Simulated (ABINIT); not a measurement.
# CrInF3 (Pm-3m) in ABINIT: notebook, part 2 of 2

ABINIT 10.8.3 (patched build). Earlier steps stand in the parts before.

**3. Single point, PBEsol, collinear spin, ferromagnetic start**

run.abi reads:

```
pp_dirpath "./"
pseudos "Cr.GGA_PBE-JTH.xml, In.GGA_PBE-JTH.xml, F.GGA_PBE-JTH.xml"

acell 8.0283524734 8.0283524734 8.0283524734
rprim
     1.0000000000     0.0000000000     0.0000000000
     0.0000000000     1.0000000000     0.0000000000
     0.0000000000     0.0000000000     1.0000000000
ntypat 3
znucl 24 49 9
natom 5
typat 1 2 3 3 3
xred
     0.0000000000     0.0000000000     0.0000000000
     0.5000000000     0.5000000000     0.5000000000
     0.5000000000     0.0000000000     0.0000000000
     0.0000000000     0.0000000000     0.5000000000
     0.0000000000     0.5000000000     0.0000000000
chkprim 0
chksymtnons 0
tolsym 1.0e-6

ecut 625.861884 eV
pawecutdg 45.0

kptopt 1
ngkpt 5 5 5
nshiftk 1
shiftk 0.0 0.0 0.0

ixc -116133

nband 30
occopt 3
tsmear 0.05 eV

nsppol 2
spinat
     0.0000000000     0.0000000000     3.0000000000
     0.0000000000     0.0000000000     0.0000000000
     0.0000000000     0.0000000000     0.0000000000
     0.0000000000     0.0000000000     0.0000000000
     0.0000000000     0.0000000000     0.0000000000

nstep 100
tolvrs 1.0e-9

iomode 3
prtwf 0
prteig 0
prtebands 0
prtvol 2
prtden 1
prtvha 1
prtvclmb 1
prtpot 1
```

Potentials or basis: JTH PAW PBE v2.0.

Started as:

```bash
$ abinit run.abi > log 2>&1
```

run.abo:

```text
.Version 10.8.3 of ABINIT
 Symmetries : space group Pm -3 m (#221); Bravais cP (primitive cubic)
================================================================================
 Values of the parameters that define the memory need of the present run
     intxc =       0    ionmov =       0      iscf =      17    lmnmax =      18
     lnmax =       6     mgfft =      36  mpssoang =       3    mqgrid =    3001
     natom =       5  nloc_mem =       2    nspden =       2   nspinor =       1
    nsppol =       2      nsym =      48    n1xccc =       1    ntypat =       3
    occopt =       3   xclevel =       2
       mpw =        2754          nfft =       46656          nkpt =          10
 PAW method is used; the additional fine FFT grid is defined by:
   mgfftf=        50    nfftf =    125000
================================================================================
================================================================================
[... 633 lines left out ...]
================================================================================

 -outvars: echo values of variables after computation  --------
            acell      8.0283524734E+00  8.0283524734E+00  8.0283524734E+00 Bohr
           etotal     -2.1843644187E+02
            fcart     -0.0000000000E+00 -0.0000000000E+00 -0.0000000000E+00
                      -0.0000000000E+00 -0.0000000000E+00 -0.0000000000E+00
                      -0.0000000000E+00 -0.0000000000E+00 -0.0000000000E+00
                      -0.0000000000E+00 -0.0000000000E+00 -0.0000000000E+00
                      -0.0000000000E+00 -0.0000000000E+00 -0.0000000000E+00
           strten      1.4432115386E-04  1.4432115386E-04  1.4432115386E-04
                       0.0000000000E+00  0.0000000000E+00  0.0000000000E+00
           xangst      0.0000000000E+00  0.0000000000E+00  0.0000000000E+00
                       2.1242105836E+00  2.1242105836E+00  2.1242105836E+00
                       2.1242105836E+00  0.0000000000E+00  0.0000000000E+00
                       0.0000000000E+00  0.0000000000E+00  2.1242105836E+00
                       0.0000000000E+00  2.1242105836E+00  0.0000000000E+00
             xred      0.0000000000E+00  0.0000000000E+00  0.0000000000E+00
                       5.0000000000E-01  5.0000000000E-01  5.0000000000E-01
                       5.0000000000E-01  0.0000000000E+00  0.0000000000E+00
                       0.0000000000E+00  0.0000000000E+00  5.0000000000E-01
                       0.0000000000E+00  5.0000000000E-01  0.0000000000E+00
 Calculation completed.
```

Wall time 2.5 min (1 thread of Arm Neoverse V1, shared host); peak memory 0.23 GiB.

Results:

| Item | Value |
| --- | --- |
| Free energy | -5943.9584 eV |
| Pressure | -4.2 GPa |
| Band gap on the k mesh | none (metal or under the smearing width) |
| Net moment | 4.00 μB per cell |
| Site moments | Cr +3.50; In +0.01; F +0.02 μB |
| Valence electrons inside the program's atomic spheres | Cr 11.93; In 10.99; F 5.63 |

Caveat: the PAW data sets were made with another functional, which shifts forces and pressure a little; a cell with one magnetic atom can't hold antiferromagnetic order, which such compounds often take; semilocal functionals often make such compounds metallic where correlation or magnetic order opens a gap, which also shifts bond lengths.
